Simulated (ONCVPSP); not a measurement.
# An ONCV potential for iridium, from input to tests

Aim: build the potential from the settings below, then test how well it stands in for the atom: other configurations, scattering, ghost states and the plane-wave cutoff that it needs.

Method: ONCVPSP 4.0.1.1 (patched build), PBE, scalar-relativistic.

### 1 Starting point

The settings as typed:

```json
{
 "element": "iridium (Ir, Z = 77)",
 "type": "optimised norm-conserving Vanderbilt (ONCV)",
 "frozen core": "[Kr] 4d10",
 "valence charge": "31",
 "reference configuration": "4f14 5s2 5p6 5d7 6s2",
 "partial waves": "5s+6s: rc 1.55 bohr, ncon 4, nbas 8, qcut 7.3 1/bohr, 2 projectors; 5p: rc 1.55 bohr, ncon 3, nbas 7, qcut 8.1 1/bohr, 2 projectors, debl 3.1 Ha; 5d: rc 2.50 bohr, ncon 5, nbas 9, qcut 5.5 1/bohr, 2 projectors, debl 3.6 Ha; 4f: rc 0.80 bohr, ncon 4, nbas 8, qcut 21 1/bohr, local",
 "local potential": "the f channel",
 "core correction": "not asked for"
}
```

The nodes and maxima of the atom's own shells, from an earlier all-electron run, set the scale for the radii.

All-electron outer shells of the reference configuration (PBE, scalar-relativistic, ld1.x):

```csv
shell,level (eV),outermost node (bohr),outermost maximum (bohr)
4d,-290.99,0.21,0.42
5s,-97.99,0.50,0.89
4f,-62.19,–,0.39
5p,-54.70,0.54,1.01
5d,-7.15,0.59,1.29
6s,-6.33,1.17,2.38
6p,-1.22,1.39,3.47
```

### 2 Generating the potential

The input, Ir.dat:

```
# ATOM AND REFERENCE CONFIGURATION
# atsym  z   nc   nv     iexc    psfile
  Ir 77.00    9    5        4      upf
#
#   n    l    f
    1    0    2.00
    2    0    2.00
    2    1    6.00
    3    0    2.00
    3    1    6.00
    3    2   10.00
    4    0    2.00
    4    1    6.00
    4    2   10.00
    4    3   14.00
    5    0    2.00
    5    1    6.00
    5    2    7.00
    6    0    2.00
#
# PSEUDOPOTENTIAL AND OPTIMIZATION
# lmax
    3
#
#   l,   rc,      ep,       ncon, nbas, qcut
    0    1.55    0.00    4    8    7.30
    1    1.55    0.00    3    7    8.10
    2    2.50    0.00    5    9    5.50
    3    0.80    0.00    4    8   21.00
#
# LOCAL POTENTIAL
# lloc, lpopt,  rc(5),   dvloc0
    3    5    0.80    0.00
#
# VANDERBILT-KLEINMAN-BYLANDER PROJECTORs
# l, nproj, debl
    0    2    1.60
    1    2    3.10
    2    2    3.60
    3    0    1.50
#
# MODEL CORE CHARGE
# icmod, fcfact, rcfact
    0    0.00    0.00
#
# LOG DERIVATIVE ANALYSIS
# epsh1, epsh2, depsh
   -5.00    5.00    0.04
#
# OUTPUT GRID
# rlmax, drl
    6.00    0.01
#
# TEST CONFIGURATIONS
# ncnf
    4
# nvcnf
#   n    l    f
    5
    4    3   14.00
    5    0    2.00
    5    1    6.00
    5    2    7.00
    6    0    1.00
#
    5
    4    3   14.00
    5    0    2.00
    5    1    6.00
    5    2    7.00
    6    0    0.00
#
    5
    4    3   14.00
    5    0    2.00
    5    1    6.00
    5    2    6.00
    6    0    0.00
#
    6
    4    3   14.00
    5    0    2.00
    5    1    6.00
    5    2    7.00
    6    0    1.00
    6    1    1.00
#
```

On the command line:

```sh
$ oncvpsp.x < Ir.dat > Ir.out
```

What does the calculation give? Wanted: cutoffs for 1 and 0.1 mHa per electron, occupied waves; bound ghosts; GHOST(+) flags; largest test error; largest phase difference near zero energy, channels read.

As calculated:

| quantity | value |
| --- | --- |
| cutoffs for 1 and 0.1 mHa per electron, occupied waves | 198 Ha and 215 Ha |
| bound ghosts | s at -1070.76 eV, p at -479.43 eV, d at -268.89 eV |
| GHOST(+) flags | s at 172 eV |
| largest test error (AE − PS) | -25 meV, for 4f14 5s2 5p6 5d6 6s0 |
| largest phase difference near zero energy, channels read | 0.030 rad |

What this shows: A bound ghost (s, p, d) makes it unfit for use: electrons can fall into a state that the atom doesn't have. Close by lies the frozen 4p level (-496.9 eV). The worst unpolarised test, 4f14 5s2 5p6 5d6 6s0, is off by 25 meV on 57.9 eV; by total energies transferability rates as fair. That test lies far up in energy; among those under 40 eV, nearer to bonding, the largest error is 15 meV. The potential is very hard: the looser tolerance needs 198 Ha. At the looser tolerance the 4f wave is the slowest; 5p needs 22 Ha. Near zero energy the largest phase difference among the channels read is 0.03 rad, in the f channel (at the energies tabulated). The program also flags highly localised states, GHOST(+) (s).
